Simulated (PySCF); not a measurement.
**TiH: bond curves at several levels of theory**

One table from this session's results is given with a row withheld; the runs are named, their logs left out.

Program: PySCF 2.14.0. Level of theory: Ti def2-TZVPP, H def2-TZVPP, no relativity. These are calculated values, not measurements.

Set-up of the first run:

A driver script around PySCF takes these settings:

```json
{
  "atoms": "Ti, H",
  "charge": "0",
  "basis": "Ti def2-TZVPP, H def2-TZVPP",
  "Hamiltonian": "no relativity",
  "basis functions": "78",
  "electrons treated": "23",
  "masses in u": "47.9479, 1.0078",
  "levels": "PBE0, PBE, r²SCAN, B97-3, M06-2X, PW91, B2PLYP, ωB97M-V, HF, MP2, SCS-MP2, CCSD, CCSD(T)",
  "grid": "80 radial by 434 angular points",
  "occupations": "held fixed by the projection of orbital angular momentum",
  "dissociation limit": "Ti + H, each in its ground configuration",
  "starting distance in angstrom": "1.585",
  "values of 2S to try": "1, 3, 5"
}
```

The run is started by

```
$ OMP_NUM_THREADS=1 python dia.py task.json out
```

Steps of the session up to this table: Set-up; PBE0 along the bond; Higher solutions at PBE0; PBE (GGA); r²SCAN (meta-GGA); B97-3 (global hybrid GGA); M06-2X; PW91; B2PLYP; ωB97M-V (range-separated hybrid); UHF (mean field); Adding correlation.

One table of the session follows, with a row left open; its other results are not shown here.

```
      level  Re (Å)  ωe (cm⁻¹)  De (eV)
        UHF   1.853       1491     1.58
    UHF-MP2   1.751       1585     1.94
UHF-SCS-MP2   1.775       1558     1.84
   UHF-CCSD       ?          ?        ?
UHF-CCSD(T)   1.768       1570     2.11
        PBE   1.754       1543     2.92
       PW91   1.751       1549     2.97
     r²SCAN   1.758       1551     3.07
       PBE0   1.757       1567     2.61
      B97-3   1.774       1530     2.31
     M06-2X   1.782       1501     2.15
    ωB97M-V   1.763       1572     2.34
     B2PLYP   1.753       1594     2.26
```

Estimate the missing values for UHF-CCSD.

**Answer.** Re (Å): 1.772; ωe (cm⁻¹): 1571; De (eV): 2.10. In the column «Re (Å)» it lies between UHF-CCSD(T) (1.768) and B97-3 (1.774).

De is counted to Ti + H in their ground configurations.
